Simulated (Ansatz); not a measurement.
# SnO: a single-point run

Wanted: a converged single-point run for SnO, and a check of what comes out. The structure is shown as the input types it.

Computed with Ansatz 0.2.0 (density functional or hybrid calculation with the settings of its input, plane waves (as first typed), unless a step's input says otherwise).

4 further runs of the same task are left out: 1 for a known fault of the program, 3 that didn't finish.

### Step 1. The system as given

It takes space group P4/nmm (No. 129, tetragonal). The conventional cell has a = 3.793 Å, b = 3.793 Å, c = 4.758 Å, α = 90.00°, β = 90.00°, γ = 90.00°. Sn (site symmetry 4mm) is surrounded by 4 O at 2.22 Å. O (site symmetry -4m2) has 4 Sn at 2.22 Å as nearest neighbours.

The input asks for a charge of +0.1 e on the cell.

As a file:

```
Sn O
1.0
     3.79265    0.00000    0.00000
     0.00000    3.79265    0.00000
     0.00000    0.00000    4.75821
Sn O
2 2
Cartesian
  1.8963 0.0000 1.1469
  0.0000 1.8963 3.6113
  0.0000 0.0000 0.0000
  1.8963 1.8963 0.0000
```

### Step 2. The calculation

input.yaml

```yaml
crystal:
  lattice:
    - [3.7926488508, 0.0, 0.0]
    - [0.0, 3.7926488508, 0.0]
    - [0.0, 0.0, 4.7582138634]
  atoms:
    - { symbol: Sn, position: [0.5, 0.0, 0.2410340823] }
    - { symbol: Sn, position: [0.0, 0.5, 0.7589659177] }
    - { symbol: O, position: [0.0, 0.0, 0.0] }
    - { symbol: O, position: [0.5, 0.5, 0.0] }
kpoints:
  mp_grid: { grid: [4, 4, 2] }
hamiltonian:
  xc: hse06
scf:
  occupations: { method: fermi_dirac, width: 0.02 }
  n_extra_bands: 5
  max_iter: 67
output:
  forces: true
  stress: true
  eigenvalues: true
total_charge: 0.1
```

Started as:

```
> ansatz run input.yaml --threads 4 --pin off --max-ram 3686MiB --backend cpu --events-out ev --progress --plain --runs-dir out
```

**Question.** How will this run end, and is anything wrong with its input?

The program finished normally, with warnings (filled band counts differ across k points, stress exchange threshold loose, stress scf threshold loose). Its log warns: «output.stress: scf.convergence.dr2_threshold = 1e-7 eV (the SCF's general default) is looser than the 4e-10 eV advised for a printed stress (1e-10 eV for each atom of the ...»

The suspect setting: total_charge is 0.1. The net charge is not the one intended, so the run treats another number of electrons.

Run again and compare: delete total_charge (the default then holds).
